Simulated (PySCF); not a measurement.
# CH7ClOSi2 (SMILES C[Si](O)([SiH3])Cl): levels of theory compared

Wanted: a comparison of 4 runs (HF/3-21G, HF/def2-SVP, B3LYP/6-31G*, CCSD(T)/def2-SVP) of CH7ClOSi2. Input form: a Python script.

Program for the calculation: PySCF 2.14.0.

**1. The structure to begin with**

The species is CH7ClOSi2 (12 atoms), meant as a singlet with charge 0. SMILES: `C[Si](O)([SiH3])Cl`. The shape is that of a PBE0-D4/def2-TZVP optimisation. This is one conformer, not always the lowest.

Bond lengths: C1–Si2 1.859 Å, Si2–O3 1.642 Å, Si2–Si4 2.338 Å, Si2–Cl5 2.077 Å, C1–H6 1.092 Å, C1–H7 1.093 Å, C1–H8 1.093 Å, O3–H9 0.959 Å, Si4–H10 1.488 Å, Si4–H11 1.488 Å, Si4–H12 1.485 Å. Some angles: C1–Si2–O3 112.3°, C1–Si2–Si4 114.8°, C1–Si2–Cl5 106.4°, O3–Si2–Si4 106.3°, O3–Si2–Cl5 109.1°, Si4–Si2–Cl5 107.8°, Si2–C1–H6 110.6°, Si2–C1–H7 110.7°, Si2–C1–H8 110.3°, Si2–O3–H9 118.4°.

**2. Energy and gradient at HF/3-21G (run 1)**

run.py

```python
from pyscf import gto

system = gto.Mole()
system.atom = '''
C     -2.292427     2.251609    -0.646853
Si     0.801244     0.604523    -0.414984
O      1.943016    -0.153824    -3.199684
Si     0.740017    -3.121261     1.958890
Cl     3.258644     3.107655     1.345485
H     -3.008255     2.720828     1.231535
H     -2.105722     4.009999    -1.715682
H     -3.676651     1.048987    -1.597385
H      2.341371     1.181079    -4.359598
H     -0.970374    -5.015144     0.776488
H     -0.212405    -2.544894     4.540823
H      3.327241    -4.194247     2.145217
'''
system.verbose = 3
system.max_memory = 1860
system.charge = 0
system.basis = '3-21g'
system.unit = 'bohr'
system.build()

myscf = system.RHF()
myscf.conv_tol = 1e-10
myscf.kernel()
if not myscf.converged:
    myscf = myscf.newton().run(myscf.mo_coeff, myscf.mo_occ)

e_final = myscf.e_tot
print('E(%s) = %.9f' % ('HF', e_final))
grad = myscf.nuc_grad_method().kernel()
dip = myscf.dip_moment()
pop, q = myscf.mulliken_pop()
```

Started as:

```sh
$ OMP_NUM_THREADS=1 python run.py
```

Standard output:

```text
converged SCF energy = -1148.35554045283
[... 9 lines left out ...]
Dipole moment(X, Y, Z, Debye): -2.36024,  0.15179, -1.65388
[... 84 lines left out ...]
charge of   11H =     -0.14291
```

Wall time 8.4 s (1 thread of Intel Xeon at 2.50GHz (Skylake/Cascade Lake), shared host); peak memory 0.14 GiB.

**3. Energy and gradient at HF/def2-SVP (run 2)**

calc.py

```python
# C[Si](O)([SiH3])Cl
import pyscf.grad
from pyscf import gto

mol = gto.Mole()
mol.atom = '''
C     -2.292427     2.251609    -0.646853
Si     0.801244     0.604523    -0.414984
O      1.943016    -0.153824    -3.199684
Si     0.740017    -3.121261     1.958890
Cl     3.258644     3.107655     1.345485
H     -3.008255     2.720828     1.231535
H     -2.105722     4.009999    -1.715682
H     -3.676651     1.048987    -1.597385
H      2.341371     1.181079    -4.359598
H     -0.970374    -5.015144     0.776488
H     -0.212405    -2.544894     4.540823
H      3.327241    -4.194247     2.145217
'''
mol.max_memory = 1860
mol.unit = 'bohr'
mol.verbose = 4
mol.basis = 'def2-svp'
mol.charge = 0
mol.build()

myscf = mol.RHF()
myscf.conv_tol = 1e-10
myscf.kernel()
if not myscf.converged:
    myscf = myscf.newton().run(myscf.mo_coeff, myscf.mo_occ)

e_final = myscf.e_tot
print('Final energy', e_final)
grad = myscf.Gradients().kernel()
myscf.analyze()
```

Started as:

```sh
$ OMP_NUM_THREADS=1 python calc.py
```

Standard output:

```text
PySCF version 2.14.0

[... 96 lines left out ...]
MO #7   energy= -8.01512711723721  occ= 2
[... 21 lines left out ...]
MO #29  energy= -0.485597389373353 occ= 2
[... 21 lines left out ...]
MO #51  energy= 0.552877235455548  occ= 0
[... 21 lines left out ...]
MO #73  energy= 1.10227909827935   occ= 0
[... 21 lines left out ...]
MO #95  energy= 1.95169556628789   occ= 0
[... 21 lines left out ...]
MO #117 energy= 4.08848349787896   occ= 0
[... 132 lines left out ...]
Dipole moment(X, Y, Z, Debye): -1.50564,  0.73202, -1.29939
```

Run time: 38 s. Hardware: 1 thread of Intel Xeon at 2.50GHz (Skylake/Cascade Lake), shared host; peak memory 0.3 GiB.

**4. Energy and gradient at B3LYP/6-31G(d) (Cartesian functions) (run 3)**

run.py

```python
# C[Si](O)([SiH3])Cl
import pyscf.grad
from pyscf import gto, dft

mol = gto.M(
    atom='''
C       -1.213100       1.191500      -0.342300
Si       0.424000       0.319900      -0.219600
O        1.028200      -0.081400      -1.693200
Si       0.391600      -1.651700       1.036600
Cl       1.724400       1.644500       0.712000
H       -1.591900       1.439800       0.651700
H       -1.114300       2.122000      -0.907900
H       -1.945600       0.555100      -0.845300
H        1.239000       0.625000      -2.307000
H       -0.513500      -2.653900       0.410900
H       -0.112400      -1.346700       2.402900
H        1.760700      -2.219500       1.135200
''',
    verbose=3,
    cart=True,
    max_memory=1860,
    basis='6-31g*',
    charge=0,
)

calc0 = dft.RKS(mol)
calc0.xc = 'b3lyp'
calc0.conv_tol = 1e-10
calc0.grids.level = 5
calc0.kernel()
if not calc0.converged:
    calc0 = calc0.newton().run(calc0.mo_coeff, calc0.mo_occ)

e_final = calc0.e_tot
print(f'total energy: {e_final:.8f} hartree')
grad = calc0.Gradients().kernel()
calc0.analyze()
```

Started as:

```sh
$ OMP_NUM_THREADS=1 python run.py
```

Standard output:

```text
converged SCF energy = -1156.82814681925
[... 25 lines left out ...]
MO #16  energy= -3.63453637480638  occ= 2
[... 16 lines left out ...]
MO #33  energy= -0.279824535076518 occ= 2
[... 16 lines left out ...]
MO #50  energy= 0.325061599265467  occ= 0
[... 16 lines left out ...]
MO #67  energy= 0.76794416520341   occ= 0
[... 16 lines left out ...]
MO #84  energy= 1.25137114279177   occ= 0
[... 16 lines left out ...]
MO #101 energy= 4.28993154543352   occ= 0
[... 13 lines left out ...]
Dipole moment(X, Y, Z, Debye): -1.64311,  0.55495, -1.39138
```

Run time: 1.7 min. Hardware: 1 thread of Intel Xeon at 2.50GHz (Skylake/Cascade Lake), shared host; peak memory 1 GiB.

**5. A single-point energy at CCSD(T)/def2-SVP (run 4)**

run.py

```python
from pyscf import gto, cc

molecule = gto.M(
    atom='''
C   -1.213100   1.191500  -0.342300
Si   0.424000   0.319900  -0.219600
O    1.028200  -0.081400  -1.693200
Si   0.391600  -1.651700   1.036600
Cl   1.724400   1.644500   0.712000
H   -1.591900   1.439800   0.651700
H   -1.114300   2.122000  -0.907900
H   -1.945600   0.555100  -0.845300
H    1.239000   0.625000  -2.307000
H   -0.513500  -2.653900   0.410900
H   -0.112400  -1.346700   2.402900
H    1.760700  -2.219500   1.135200
''',
    basis='def2-svp',
    verbose=3,
    max_memory=1860,
    charge=0,
)

mf = molecule.RHF()
mf.conv_tol = 1e-10
mf.kernel()
if not mf.converged:
    mf = mf.newton().run(mf.mo_coeff, mf.mo_occ)

mycc = cc.CCSD(mf, frozen=17)
mycc.kernel()
e_t = mycc.ccsd_t()
etot = mycc.e_tot + e_t
print('E = %.10f Eh' % etot)
mf.analyze()
```

Started as:

```sh
$ OMP_NUM_THREADS=1 python run.py
```

Standard output:

```text
converged SCF energy = -1153.86315567951
[... 20 lines left out ...]
MO #17  energy= -4.23257212354003  occ= 2
[... 19 lines left out ...]
MO #37  energy= 0.184765619546054  occ= 0
[... 19 lines left out ...]
MO #57  energy= 0.726894566608712  occ= 0
[... 19 lines left out ...]
MO #77  energy= 1.17498345978125   occ= 0
[... 19 lines left out ...]
MO #97  energy= 2.0052581949556    occ= 0
[... 19 lines left out ...]
MO #117 energy= 4.08848402706198   occ= 0
[... 13 lines left out ...]
Dipole moment(X, Y, Z, Debye): -1.50564,  0.73203, -1.29938
```

Wall time 1.7 min (1 thread of Intel Xeon at 2.50GHz (Skylake/Cascade Lake), shared host); peak memory 0.94 GiB.

**6. The series**

```
run                               level  Cartesian functions  integration grid   energy (Eh)  dipole moment (D) of the reference  HOMO energy (eV)  LUMO energy (eV)  wall time
  1                            HF/3-21G                   no                 –  -1148.355540                                2.89            -10.85              3.79      8.4 s
  2                         HF/def2-SVP                   no                 –  -1153.863156                                2.12            -10.72              3.81       38 s
  3  B3LYP/6-31G* (Cartesian functions)                  yes                 5  -1156.828147                                2.22             -7.61              0.25    1.7 min
  4                    CCSD(T)/def2-SVP                   no                 –  -1154.603630                                2.12            -10.72              3.81    1.7 min
```

**7. Outcome**

| quantity | value |
| --- | --- |
| run 4: total energy | -1154.60363 Eh |
| run 4: dipole moment (Hartree–Fock density) | 2.12 D |
| run 4: HOMO energy (Hartree–Fock orbitals) | -10.72 eV |
| run 4: LUMO energy (Hartree–Fock orbitals) | 3.81 eV |
| run 4: HOMO–LUMO gap (Hartree–Fock orbitals) | 14.53 eV |
| run 4: correlation energy (17 core orbitals frozen) | -740.5 mEh |
| run 4: (T) correction | -17.56 mEh |
| run 4: T1 diagnostic | 0.011 |

In words: Over runs 1, 2, 3 the dipole moment (its size) runs from 2.12 D (HF/def2-SVP) to 2.89 D (HF/3-21G). Over runs 1, 2, 3 the HOMO–LUMO gap runs from 7.86 eV (B3LYP/6-31G*) to 14.64 eV (HF/3-21G). The two ends differ in method and basis. All runs together took 4.2 min, the longest 1.7 min.
